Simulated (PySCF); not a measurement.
# C2H5Cl3Si: the cost of one run

Computed with PySCF 2.14.0, with density-fitted response routines of our own, on a single molecule in the gas phase. Atoms are numbered from 0 throughout.

### 1 The molecule as given

11 atoms, charge 0, multiplicity 1; geometry from: GFN2-xTB. The atoms were then displaced at random by about 0.01 Å, so the start is not that level's minimum.

Bonds of the start (Å): Si0–C1 1.95, C1–C2 1.51, C2–Cl3 1.77, C2–Cl4 1.78, C2–Cl5 1.78, Si0–H6 1.47, Si0–H7 1.46, Si0–H8 1.45, C1–H9 1.08, C1–H10 1.10.

### 2 Optimising the geometry at PBE0-D3(BJ)/def2-SVP

What the job is given:

```
{"job": {"xc": "PBE0", "basis": "def2-SVP", "d3": "d3bj", "grid": 1, "shake": 0.01, "kind": "geom"}, "charge": 0, "multiplicity": 1}
Si     1.551430    -0.200580    -0.170900
C     -0.176990     0.703500    -0.097400
C     -1.314430    -0.235480     0.203020
Cl    -1.211080    -1.640840    -0.870510
Cl    -2.897690     0.545690    -0.002170
Cl    -1.203350    -0.813700     1.885100
H      2.530070     0.882630     0.021420
H      1.698720    -0.767760    -1.503360
H      1.618230    -1.172540     0.897780
H     -0.378050     1.180310    -1.045430
H     -0.178750     1.492940     0.666790
```

On the command line:

```sh
$ OMP_NUM_THREADS=1 python probes_run.py task.json out
```

One launch serves the whole session: the jobs run in the order shown.

**Question.** How long does this first job take on 1 thread of Arm Neoverse V1, shared host, and how much memory does it need?

About 34 s, with a peak of 0.54 GiB.
